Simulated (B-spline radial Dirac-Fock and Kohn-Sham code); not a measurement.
**An X-ray data sheet for W⁵⁺, step by step**

Aim: for W⁵⁺, compute its photoionisation cross sections and the widths and yields of its core holes.

Program: B-spline radial Dirac-Fock and Kohn-Sham code, version 2. Model: a free atom or ion on a radial basis; each step names its model. All values are calculated, but those marked as tabulated.

### 1 The atom as given

The W⁵⁺ ion in the configuration [Xe] 4f14 5d1.

```
nuclear charge     : 74
electrons          : 69
mass number        : 184
nuclear rms radius : 5.3658 fm
```

Outer shells as boxes (Hund's rule, for the drawing alone; heavy ions are jj-coupled, and the calculation averages over the configuration):

```
[Xe] core
4f [↑↓][↑↓][↑↓][↑↓][↑↓][↑↓][↑↓]
5d [↑ ][  ][  ][  ][  ]
```

### 2 Photoionisation

Model: independent-particle photoionisation: Dirac-Hartree-Slater potential of the initial state with a Latter tail for bound and continuum orbitals, all multipoles in the length form, thresholds from Dirac-Fock Delta-SCF.

Settings, as recorded:

```ini
task = photo
Z = 74
charge = 5
configuration = 1s2 2s2 2p6 3s2 3p6 3d10 4s2 4p6 4d10 4f14 5s2 5p6 5d1
mass_number = 184
rms_radius = 5.3658  # fm
photon_energy = [21.22, 40.81, 129.0, 150, 800, 1980.0, 3890.0, 5080.0, 5414.7, 7760.0, 8047.8, 21400.0, 22162.9, 40000, 97900.0, 153000.0]  # eV
```

Main fields of the result record, rounded:

```text
status: converged
shells: ["K", "L1", "L2", "L3", "M1", "M2", "M3", "M4", "M5", "N1", "N2", "N3", "N4", "N5", "N6", "N7", "O1", "O2", "O3", "O4", "O5"]
occupation: [2.0, 2.0, 2.0, 4.0, 2.0, 2.0, 4.0, 4.0, 6.0, 2.0, 2.0, 4.0, 4.0, 6.0, 6.0, 8.0, 2.0, 2.0, 4.0, 0.4, 0.6]
threshold [eV]: [69592.4, 12178.6, 11615.1, 10277.6, 2897.38, 2648.77, 2355.89, 1942.67, 1880.26, 672.654, 569.075, 501.268, 330.96, 318.483, 103.81, 101.678, 150.328, 115.784, 105.168, 63.6034, 62.583]
sigma [Mb]:
  - ["K", "-", "-", "-", "-", "-", "-", "-", "-", "-", "-", "-", "-", "-", "-", 0.00108, 0.00033]
  - ["L1", "-", "-", "-", "-", "-", "-", "-", "-", "-", "-", "-", 0.00343, 0.0032, 0.000916, 0.000109, 3.48e-05]
  - ["L2", "-", "-", "-", "-", "-", "-", "-", "-", "-", "-", "-", 0.00376, 0.00341, 0.00062, 4.11e-05, 1.05e-05]
  - ["L3", "-", "-", "-", "-", "-", "-", "-", "-", "-", "-", "-", 0.00531, 0.00479, 0.000775, 4.26e-05, 9.86e-06]
  - ["M1", "-", "-", "-", "-", "-", "-", 0.0185, 0.0122, 0.011, 0.00589, 0.00551, 0.0008, 0.000742, 0.000202, 2.35e-05, 7.56e-06]
  - ["M2", "-", "-", "-", "-", "-", "-", 0.0268, 0.0171, 0.0152, 0.0075, 0.00695, 0.000682, 0.000622, 0.000125, 9.15e-06, 2.41e-06]
  - ["M3", "-", "-", "-", "-", "-", "-", 0.0569, 0.0336, 0.0294, 0.0133, 0.0123, 0.000997, 0.000904, 0.000162, 9.86e-06, 2.35e-06]
  - ["M4", "-", "-", "-", "-", "-", 0.384, 0.0632, 0.0284, 0.0233, 0.0074, 0.00656, 0.000213, 0.000187, 2e-05, 6.12e-07, 1.09e-07]
  - ["M5", "-", "-", "-", "-", "-", 0.556, 0.0874, 0.0387, 0.0317, 0.00985, 0.00872, 0.000265, 0.000232, 2.37e-05, 6.61e-07, 1.13e-07]
  - ["N1", "-", "-", "-", "-", 0.0545, 0.0169, 0.00551, 0.00344, 0.00307, 0.00156, 0.00145, 0.0002, 0.000185, 5e-05, 5.79e-06, 1.86e-06]
  - ["N2", "-", "-", "-", "-", 0.0497, 0.0202, 0.00679, 0.00412, 0.00364, 0.00173, 0.0016, 0.000156, 0.000143, 2.9e-05, 2.16e-06, 5.73e-07]
  - ["N3", "-", "-", "-", "-", 0.162, 0.046, 0.0132, 0.00764, 0.00666, 0.00297, 0.00273, 0.000225, 0.000204, 3.72e-05, 2.31e-06, 5.53e-07]
  - ["N4", "-", "-", "-", "-", 0.22, 0.0526, 0.0104, 0.00498, 0.00416, 0.00141, 0.00126, 4.69e-05, 4.14e-05, 4.64e-06, 1.48e-07, 2.68e-08]
  - ["N5", "-", "-", "-", "-", 0.335, 0.0748, 0.0142, 0.00674, 0.0056, 0.00187, 0.00166, 5.8e-05, 5.1e-05, 5.44e-06, 1.59e-07, 2.74e-08]
  - ["N6", "-", "-", 2.01, 2.49, 0.355, 0.0228, 0.00197, 0.000697, 0.00054, 0.000123, 0.000106, 1.4e-06, 1.19e-06, 7.49e-08, 1.09e-09, 1.38e-10]
  - ["N7", "-", "-", 2.9, 3.5, 0.457, 0.0288, 0.00246, 0.000864, 0.000668, 0.000151, 0.00013, 1.66e-06, 1.41e-06, 8.63e-08, 1.19e-09, 1.48e-10]
  - ["O1", "-", "-", "-", "-", 0.0139, 0.00342, 0.00107, 0.000661, 0.000588, 0.000296, 0.000275, 3.75e-05, 3.48e-05, 9.38e-06, 1.09e-06, 3.49e-07]
  - ["O2", "-", "-", 0.164, 0.106, 0.0117, 0.0035, 0.00111, 0.000675, 0.000595, 0.000281, 0.000259, 2.54e-05, 2.32e-05, 4.74e-06, 3.55e-07, 9.42e-08]
  - ["O3", "-", "-", 0.287, 0.221, 0.0305, 0.00751, 0.00211, 0.00122, 0.00106, 0.000473, 0.000434, 3.6e-05, 3.27e-05, 5.99e-06, 3.73e-07, 8.94e-08]
  - ["O4", "-", "-", 0.0178, 0.00841, 0.00262, 0.000547, 0.00011, 5.3e-05, 4.43e-05, 1.52e-05, 1.36e-05, 5.17e-07, 4.56e-07, 5.16e-08, 1.66e-09, 3e-10]
  - ["O5", "-", "-", 0.0229, 0.0115, 0.00394, 0.000778, 0.00015, 7.18e-05, 5.98e-05, 2.01e-05, 1.8e-05, 6.39e-07, 5.62e-07, 6.05e-08, 1.78e-09, 3.08e-10]
beta_dipole:
  - ["K", "-", "-", "-", "-", "-", "-", "-", "-", "-", "-", "-", "-", "-", "-", 1.94, 1.89]
  - ["L1", "-", "-", "-", "-", "-", "-", "-", "-", "-", "-", "-", 1.96, 1.96, 1.95, 1.91, 1.85]
  - ["L2", "-", "-", "-", "-", "-", "-", "-", "-", "-", "-", "-", 1.41, 1.41, 1.24, 0.872, 0.68]
  - ["L3", "-", "-", "-", "-", "-", "-", "-", "-", "-", "-", "-", 1.55, 1.54, 1.34, 0.798, 0.453]
  - ["M1", "-", "-", "-", "-", "-", "-", 1.93, 1.94, 1.94, 1.95, 1.95, 1.96, 1.96, 1.95, 1.91, 1.85]
  - ["M2", "-", "-", "-", "-", "-", "-", 1.48, 1.58, 1.59, 1.59, 1.59, 1.38, 1.36, 1.17, 0.828, 0.65]
  - ["M3", "-", "-", "-", "-", "-", "-", 1.55, 1.65, 1.66, 1.69, 1.69, 1.5, 1.49, 1.25, 0.735, 0.41]
  - ["M4", "-", "-", "-", "-", "-", 0.409, 1.22, 1.28, 1.28, 1.24, 1.23, 0.88, 0.865, 0.593, 0.134, -0.123]
  - ["M5", "-", "-", "-", "-", "-", 0.436, 1.21, 1.22, 1.22, 1.14, 1.13, 0.754, 0.739, 0.481, 0.0295, -0.256]
  - ["N1", "-", "-", "-", "-", 1.82, 1.92, 1.94, 1.95, 1.95, 1.95, 1.95, 1.96, 1.96, 1.95, 1.91, 1.84]
  - ["N2", "-", "-", "-", "-", 0.796, 1.63, 1.69, 1.67, 1.66, 1.61, 1.6, 1.36, 1.35, 1.15, 0.818, 0.644]
  - ["N3", "-", "-", "-", "-", 0.928, 1.62, 1.74, 1.74, 1.74, 1.71, 1.71, 1.49, 1.47, 1.23, 0.721, 0.399]
  - ["N4", "-", "-", "-", "-", 0.683, 1.32, 1.37, 1.34, 1.33, 1.23, 1.22, 0.848, 0.833, 0.569, 0.122, -0.13]
  - ["N5", "-", "-", "-", "-", 0.864, 1.34, 1.31, 1.25, 1.23, 1.12, 1.1, 0.72, 0.706, 0.457, 0.0167, -0.264]
  - ["N6", "-", "-", 0.67, 0.428, 0.921, 1.06, 0.942, 0.864, 0.844, 0.734, 0.723, 0.432, 0.422, 0.252, -0.172, -0.424]
  - ["N7", "-", "-", 0.6, 0.396, 0.931, 1.05, 0.919, 0.84, 0.82, 0.711, 0.701, 0.425, 0.415, 0.256, -0.158, -0.403]
  - ["O1", "-", "-", "-", "-", 1.88, 1.93, 1.94, 1.95, 1.95, 1.95, 1.95, 1.96, 1.95, 1.95, 1.91, 1.84]
  - ["O2", "-", "-", 1.02, 0.542, 1.42, 1.7, 1.7, 1.68, 1.67, 1.61, 1.6, 1.36, 1.34, 1.15, 0.816, 0.642]
  - ["O3", "-", "-", -0.168, -0.309, 1.37, 1.69, 1.76, 1.75, 1.75, 1.72, 1.71, 1.48, 1.47, 1.23, 0.718, 0.397]
  - ["O4", "-", "-", 1.92, 1.42, 1.02, 1.38, 1.39, 1.34, 1.32, 1.23, 1.22, 0.842, 0.827, 0.565, 0.12, -0.131]
  - ["O5", "-", "-", 1.8, 1.01, 1.15, 1.38, 1.31, 1.24, 1.23, 1.11, 1.1, 0.714, 0.7, 0.454, 0.0149, -0.265]
```

Rows start with the subshell; columns follow the photon energies; blanks lie below or just at threshold.

Summed over subshells:

| hν (eV) | total (kb) | K (%) | L (%) | M (%) | N (%) | O (%) |
| --- | --- | --- | --- | --- | --- | --- |
| 129.00 | 5400 | - | - | - | 90.9 | 9.1 |
| 150.00 | 6340 | - | - | - | 94.5 | 5.5 |
| 800.00 | 1700 | - | - | - | 96.3 | 3.7 |
| 1980.0 | 1220 | - | - | 77.2 | 21.5 | 1.3 |
| 3890.0 | 312 | - | - | 81.1 | 17.5 | 1.5 |
| 5080.0 | 161 | - | - | 80.7 | 17.7 | 1.7 |
| 5414.7 | 137 | - | - | 80.6 | 17.7 | 1.7 |
| 7760.0 | 54.9 | - | - | 80.1 | 17.9 | 2.0 |
| 8047.8 | 49.9 | - | - | 80.1 | 17.9 | 2.0 |
| 21400 | 16.3 | - | 77.0 | 18.2 | 4.2 | 0.6 |
| 22163 | 14.8 | - | 77.0 | 18.2 | 4.2 | 0.6 |
| 40000 | 2.99 | - | 77.3 | 17.8 | 4.2 | 0.7 |
| 97900 | 1.33 | 81.4 | 14.4 | 3.3 | 0.8 | 0.1 |
| 153000 | 0.402 | 82.3 | 13.7 | 3.1 | 0.8 | 0.1 |

### 3 Widths and yields

Model: independent-particle rates: relativistic LDA orbitals of the hole state, multipoles to L = 3 (length form), Coulomb Auger matrix elements with a Latter-tail continuum; energies from Dirac-Fock.

Recorded inputs:

```ini
task = decay
holes = ["K", "L1", "L2", "L3", "M1", "M2", "M3", "M4", "M5", "N1", "N2", "N3", "N4", "N5", "N6", "N7"]
```

Main fields of the result record, rounded:

```text
status: converged
K:
  width_radiative: 37.267
  width_radiative_velocity: 38.104
  width_nonradiative: 1.5662
  coster_kronig: {}
  radiative: [["L3", 59315.0, 18.835], ["L2", 57977.0, 10.838], ["M3", 67237.0, 3.8883], ["M2", 66944.0, 2.0], ["N3", 69091.0, 0.89011], ["N2", 69023.0, 0.4566]]
  auger: [["L2L3", 47456.0, 0.36511], ["L1L2", 45587.0, 0.17243], ["L1L3", 46939.0, 0.15649], ["L3L3", 48806.0, 0.14857], ["L1L1", 45015.0, 0.12246], ["L2M3", 55530.0, 0.068757]]
L1:
  width_radiative: 0.81862
  width_radiative_velocity: 0.82212
  width_nonradiative: 4.8385
  coster_kronig: {"L2": 0.87439, "L3": 2.0605}
  radiative: [["M3", 9822.7, 0.33499], ["M2", 9529.9, 0.26662], ["N3", 11677.0, 0.086931], ["N2", 11610.0, 0.065366], ["L3", 1901.0, 0.016515], ["O3", 12073.0, 0.014655]]
  auger: [["L3N5", 1546.2, 0.44466], ["L3N4", 1532.4, 0.35972], ["L3N7", 1769.4, 0.35713], ["M4M5", 8281.8, 0.3163], ["L3N6", 1767.0, 0.28599], ["L3N1", 1188.6, 0.2525]]
L2:
  width_radiative: 1.3904
  width_radiative_velocity: 1.4199
  width_nonradiative: 3.4712
  coster_kronig: {"L3": 0.67752}
  radiative: [["M4", 9672.4, 1.1375], ["N4", 11284.0, 0.21035], ["M1", 8717.7, 0.029493], ["N1", 10942.0, 0.0073602], ["O4", 11551.0, 0.0023593], ["O1", 11465.0, 0.0014038]]
  auger: [["M4M5", 7718.2, 0.64731], ["M2M3", 6548.2, 0.28863], ["L3N4", 968.84, 0.2566], ["M2M5", 7016.9, 0.23938], ["L3N2", 727.78, 0.19357], ["M3M4", 7250.6, 0.19081]]
L3:
  width_radiative: 1.247
  width_radiative_velocity: 1.2643
  width_nonradiative: 3.5576
  coster_kronig: {}
  radiative: [["M5", 8397.3, 0.90532], ["N5", 9959.1, 0.15901], ["M4", 8334.9, 0.10262], ["M1", 7380.2, 0.045527], ["N4", 9946.6, 0.017711], ["N1", 9605.0, 0.010993]]
  auger: [["M4M5", 6380.7, 0.73107], ["M5M5", 6445.4, 0.4745], ["M3M5", 5980.3, 0.35812], ["M3M4", 5913.1, 0.25395], ["M3M3", 5504.4, 0.22892], ["M2M3", 5210.7, 0.1823]]
M1:
  width_radiative: 0.029558
  width_radiative_velocity: 0.028914
  width_nonradiative: 16.84
  coster_kronig: {"M2": 2.2723, "M3": 10.099, "M4": 1.4398, "M5": 2.0135}
  radiative: [["N2", 2328.3, 0.01128], ["N3", 2396.1, 0.010714], ["M3", 541.48, 0.0030003], ["O3", 2792.2, 0.002103], ["O2", 2781.6, 0.0020924], ["M2", 248.61, 0.00013337]]
  auger: [["M3N7", 408.73, 3.7213], ["M3N6", 405.96, 2.9715], ["M3N3", 6.6602, 1.4357], ["M2N7", 115.48, 0.9212], ["M3N5", 189.46, 0.81567], ["M2N6", 113.7, 0.69254]]
M2:
  width_radiative: 0.030363
  width_radiative_velocity: 0.029935
  width_nonradiative: 11.21
  coster_kronig: {"M3": 0.97933, "M4": 7.7447, "M5": 1.3641}
  radiative: [["N4", 2317.8, 0.020328], ["M4", 706.1, 0.0050566], ["N1", 1976.1, 0.0037277], ["O1", 2498.4, 0.00073542], ["O4", 2585.2, 0.00026364], ["N6", 2545.0, 0.00022502]]
  auger: [["M4N7", 572.95, 3.0792], ["M4N6", 571.65, 2.0084], ["M5N2", 162.78, 0.8594], ["M4N3", 169.87, 0.85522], ["M4N2", 100.89, 0.76615], ["M3N6", 157.36, 0.41372]]
M3:
  width_radiative: 0.031741
  width_radiative_velocity: 0.031344
  width_nonradiative: 8.9721
  coster_kronig: {"M4": 0.92002, "M5": 6.6891}
  radiative: [["N5", 2037.4, 0.020759], ["N1", 1683.2, 0.005252], ["N4", 2024.9, 0.0026346], ["M5", 475.63, 0.0014793], ["O1", 2205.6, 0.0010153], ["O5", 2293.3, 0.00026083]]
  auger: [["M5N7", 343.25, 2.5362], ["M5N6", 340.06, 2.1018], ["M5N5", 123.6, 0.86095], ["M5N4", 109.83, 0.62079], ["M4N7", 280.08, 0.29838], ["M5O3", 350.29, 0.22129]]
M4:
  width_radiative: 0.037817
  width_radiative_velocity: 0.038219
  width_nonradiative: 1.7466
  coster_kronig: {}
  radiative: [["N6", 1838.9, 0.035634], ["N2", 1373.6, 0.0016701], ["O2", 1826.9, 0.0002755], ["N3", 1441.4, 0.00019776], ["O3", 1837.5, 3.2591e-05], ["N4", 1611.7, 4.0653e-06]]
  auger: [["N6N7", 1708.8, 0.33231], ["N4N5", 1262.9, 0.25402], ["N4N7", 1480.7, 0.15029], ["N3N4", 1080.3, 0.14361], ["N5N6", 1491.2, 0.13216], ["N4N4", 1250.8, 0.12665]]
M5:
  width_radiative: 0.035743
  width_radiative_velocity: 0.035996
  width_nonradiative: 1.8215
  coster_kronig: {}
  radiative: [["N7", 1778.6, 0.032525], ["N6", 1776.5, 0.0016682], ["N3", 1379.0, 0.0013253], ["O3", 1775.1, 0.00021823], ["N5", 1561.8, 4.2541e-06], ["N4", 1549.3, 1.1207e-06]]
  auger: [["N6N7", 1646.4, 0.28909], ["N5N7", 1432.7, 0.20667], ["N5N5", 1213.5, 0.20508], ["N7N7", 1649.1, 0.1979], ["N4N5", 1200.5, 0.18214], ["N3N5", 1032.5, 0.13367]]
N1:
  width_radiative: 0.00098488
  width_radiative_velocity: 0.00089714
  width_nonradiative: 9.6253
  coster_kronig: {"N2": 0.19684, "N3": 5.9286, "N4": 0.71925, "N5": 1.1405, "N6": 0.81856, "N7": 0.72255}
  radiative: [["N3", 171.39, 0.00049982], ["O2", 556.87, 0.00028252], ["O3", 567.49, 0.00014925], ["N2", 103.58, 5.2439e-05], ["N5", 354.17, 5.2851e-07], ["N4", 341.69, 2.8732e-07]]
  auger: [["N3N7", 41.027, 2.1315], ["N3N6", 38.165, 1.6479], ["N3O3", 46.404, 1.0664], ["N3O2", 34.642, 0.87932], ["N5O1", 181.79, 0.37882], ["N7O1", 398.86, 0.35029]]
N2:
  width_radiative: 0.0016389
  width_radiative_velocity: 0.0014939
  width_nonradiative: 11.742
  coster_kronig: {"N4": 8.9613, "N5": 1.3749, "N6": 0.78687, "N7": 0.51736}
  radiative: [["N4", 238.11, 0.0013693], ["O1", 418.75, 0.0002639], ["O4", 505.47, 3.3066e-06], ["N6", 465.27, 2.1748e-06], ["O3", 463.91, 2.0907e-07], ["N3", 67.807, 1.9749e-09]]
  auger: [["N4N7", 107.13, 4.8038], ["N4N6", 107.39, 2.266], ["N4O3", 112.91, 0.73869], ["N5N6", 117.64, 0.63235], ["N4O1", 65.72, 0.60745], ["N4O2", 101.58, 0.44476]]
N3:
  width_radiative: 0.001031
  width_radiative_velocity: 0.00091346
  width_nonradiative: 9.3655
  coster_kronig: {"N4": 1.0603, "N5": 6.7722, "N6": 0.67384, "N7": 0.74773}
  radiative: [["N5", 182.78, 0.00062145], ["O1", 350.94, 0.00034297], ["N4", 170.31, 5.479e-05], ["O5", 438.69, 8.8103e-06], ["O4", 437.66, 1.4839e-06], ["N7", 399.59, 1.1007e-06]]
  auger: [["N5N7", 53.698, 2.1379], ["N5N6", 49.834, 1.9147], ["N5O3", 57.672, 1.047], ["N5O2", 46.05, 0.75672], ["N5O1", 10.405, 0.75278], ["N7O3", 274.65, 0.43727]]
N4:
  width_radiative: 0.0013594
  width_radiative_velocity: 0.0011917
  width_nonradiative: 7.004
  coster_kronig: {"N6": 6.6075, "N7": 0.31334}
  radiative: [["N6", 227.15, 0.0012276], ["O2", 215.18, 0.00011546], ["O3", 225.79, 1.6359e-05], ["O1", 180.63, 6.6622e-09], ["O4", 267.36, 1.859e-09], ["O5", 268.38, 7.233e-10]]
  auger: [["N6N7", 97.08, 3.7588], ["N6N6", 95.589, 1.205], ["N6O3", 102.12, 0.62009], ["N6O1", 55.02, 0.50593], ["N6O2", 90.815, 0.40535], ["N7O2", 92.767, 0.10932]]
N5:
  width_radiative: 0.0012087
  width_radiative_velocity: 0.0010525
  width_nonradiative: 6.6887
  coster_kronig: {"N6": 2.9314, "N7": 3.6716}
  radiative: [["N7", 216.81, 0.001056], ["O3", 213.32, 0.00010176], ["N6", 214.67, 5.0865e-05], ["O1", 168.16, 5.4192e-09], ["O5", 255.9, 1.8723e-09], ["O4", 254.88, 5.1525e-10]]
  auger: [["N6N7", 84.603, 2.6079], ["N7N7", 87.346, 1.9475], ["N7O3", 91.865, 0.57937], ["N7O1", 44.691, 0.50617], ["N7O2", 80.29, 0.50247], ["N6O3", 89.646, 0.099124]]
N6:
  width_radiative: 2.5032e-07
  width_radiative_velocity: 3.3151e-07
  width_nonradiative: 0
  coster_kronig: {}
  radiative: [["O4", 40.206, 2.3358e-07], ["O5", 41.227, 1.6738e-08], ["N7", 2.1323, 5.149e-14]]
  auger: []
N7:
  width_radiative: 2.3156e-07
  width_radiative_velocity: 3.1043e-07
  width_nonradiative: 0
  coster_kronig: {}
  radiative: [["O5", 39.095, 2.3156e-07], ["O4", 38.074, 6.9443e-17]]
  auger: []
```

All in eV. For each hole the six strongest lines (shell, energy, width) and Auger groups (final holes, energy, width) are shown.

How each hole decays (widths in eV):

| hole | radiative | Auger | Coster-Kronig | total | yield | lifetime (fs) |
| --- | --- | --- | --- | --- | --- | --- |
| K (1s) | 37.3 | 1.57 | 0 | 38.8 | 0.960 | 0.0169 |
| L1 (2s) | 0.819 | 1.90 | 2.93 | 5.66 | 0.145 | 0.116 |
| L2 (2p1/2) | 1.39 | 2.79 | 0.678 | 4.86 | 0.286 | 0.135 |
| L3 (2p3/2) | 1.25 | 3.56 | 0 | 4.80 | 0.260 | 0.137 |
| M1 (3s) | 0.0296 | 1.02 | 15.8 | 16.9 | 0.00175 | 0.0390 |
| M2 (3p1/2) | 0.0304 | 1.12 | 10.1 | 11.2 | 0.00270 | 0.0586 |
| M3 (3p3/2) | 0.0317 | 1.36 | 7.61 | 9.00 | 0.00353 | 0.0731 |
| M4 (3d3/2) | 0.0378 | 1.75 | 0 | 1.78 | 0.0212 | 0.369 |
| M5 (3d5/2) | 0.0357 | 1.82 | 0 | 1.86 | 0.0192 | 0.354 |
| N1 (4s) | 9.85e-04 | 0.0991 | 9.53 | 9.63 | 1.02e-04 | 0.0684 |
| N2 (4p1/2) | 0.00164 | 0.102 | 11.6 | 11.7 | 1.40e-04 | 0.0560 |
| N3 (4p3/2) | 0.00103 | 0.111 | 9.25 | 9.37 | 1.10e-04 | 0.0703 |
| N4 (4d3/2) | 0.00136 | 0.0832 | 6.92 | 7.01 | 1.94e-04 | 0.0940 |
| N5 (4d5/2) | 0.00121 | 0.0857 | 6.60 | 6.69 | 1.81e-04 | 0.0984 |
| N6 (4f5/2) | 2.50e-07 | 0 | 0 | 2.50e-07 | 1.00 | 2.63e+06 |
| N7 (4f7/2) | 2.32e-07 | 0 | 0 | 2.32e-07 | 1.00 | 2.84e+06 |

Emission lines that fill the K hole:

```
  Kα2 57977.3      57.5 #############################
  Kα1 59314.8       100 ################################
  Kβ3 66943.6      10.6 ####################
  Kβ1 67236.5      20.6 ########################
Kβ2'' 69023.3      2.42 #############
 Kβ2' 69091.1      4.73 ################
 K-O2 69476.6     0.401 ####
 K-O3 69487.2     0.776 #######
```
(bars on a logarithmic scale, % of the strongest)

### 4 What came out

| quantity | value |
| --- | --- |
| total at 1980.0 eV | 1220 kb |
| strongest subshell at 1980.0 eV | M5 (3d5/2), 556 kb, β = 0.44 |
| K hole: width, yield | 38.8 eV, 0.960 |
| its lifetime | 0.0169 fs |
| its strongest line | Kα1 (K-L3), 59314.8 eV |

At 1980.0 eV, M5 (3d5/2) gives 46 % of the photoabsorption; at 153000 eV the K shell gives 82 %. Under 200 eV, coupling between channels can change such values by tens of per cent. The K hole lives 0.017 fs and decays mostly by X-ray emission (yield 0.96). Coster-Kronig decay rules L1, M1, M2, M3, N1, N2, N3, N4 and N5, where this model's widths can be far from the measured ones. The Hartree-Fock and Dirac-Fock values hold no electron correlation.
